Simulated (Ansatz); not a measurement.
# TaAgI3: the cost of one run

All numbers below are computed with Ansatz 0.2.0 (DFT, r2SCAN, no spin polarisation, plane waves, PAW).

## 1. The system as given

It takes space group R3c (No. 161, trigonal). The conventional cell has a = 7.894 Å, b = 7.894 Å, c = 19.587 Å, α = 90.00°, β = 90.00°, γ = 120.00°. Ta (site symmetry 3) is surrounded by 6 I at 2.77 to 2.90 Å. I (site symmetry 1) has 2 Ta at 2.77 to 2.90 Å and 3 Ag at 3.51 to 4.01 Å as nearest neighbours. Around Ag (site symmetry 3) lie 9 I at 3.51 to 4.01 Å.

The coordinates stand in the input below.

It starts from an earlier solution of the starting cell (checkpoint.read).

## 2. Relaxing

Contents of input.yaml:

```yaml
crystal:
  lattice:
    - [7.894478, 0.0, 0.0]
    - [-3.947239, 6.836826, 0.0]
    - [0.0, -4.557879, 6.529064]
  atoms:
    - { symbol: Ta, position: [0.0, 0.0, 0.0] }
    - { symbol: Ta, position: [0.5, 0.0, 0.5] }
    - { symbol: I, position: [0.8108, 0.5117, 0.753] }
    - { symbol: I, position: [0.2413, 0.0521, 0.753] }
    - { symbol: I, position: [0.7009, 0.9422, 0.753] }
    - { symbol: I, position: [0.7413, 0.9422, 0.253] }
    - { symbol: I, position: [0.2009, 0.5117, 0.253] }
    - { symbol: I, position: [0.3108, 0.0521, 0.253] }
    - { symbol: Ag, position: [0.2492, 0.4984, 0.7476] }
    - { symbol: Ag, position: [0.7492, 0.4984, 0.2476] }
  symmetry: { tolerance: 0.0003 }
kpoints:
  mp_grid: { grid: [5, 5, 5], shift: [0, 0, 0] }
magnetization:
  spin_polarized: false
scf:
  occupations: { method: fermi_dirac, width: 0.0217 }
  lower_state_search: "off"
hamiltonian:
  pseudopotentials: { kind: paw }
  xc: r2scan
basis:
  ecutwfc: 500
  fft_grid_basis: typed
relax:
  max_steps: 80
output:
  forces: true
  stress: true
  eigenvalues: true
  bader: true
  populations: true
  elf: true
  write_potential: true
  volumetric_format: npy
  dos:
    e_range: [-12, 8]
    de: 0.05
    projected: { site_lists: { Ag: [Ag], I: [I], Ta: [Ta] } }
  write_density: true
checkpoint:
  read: saved_state
```

Started as:

```bash
> ansatz run input.yaml --threads 2 --pin off --max-ram 3584MiB --backend cpu --events-out ev --progress --plain --runs-dir out
```

**Question.** How long does this run take on 2 threads of Arm Neoverse V2, shared host, and how much memory does it need?

About 8.1 min, with a peak of 2.1 GiB.
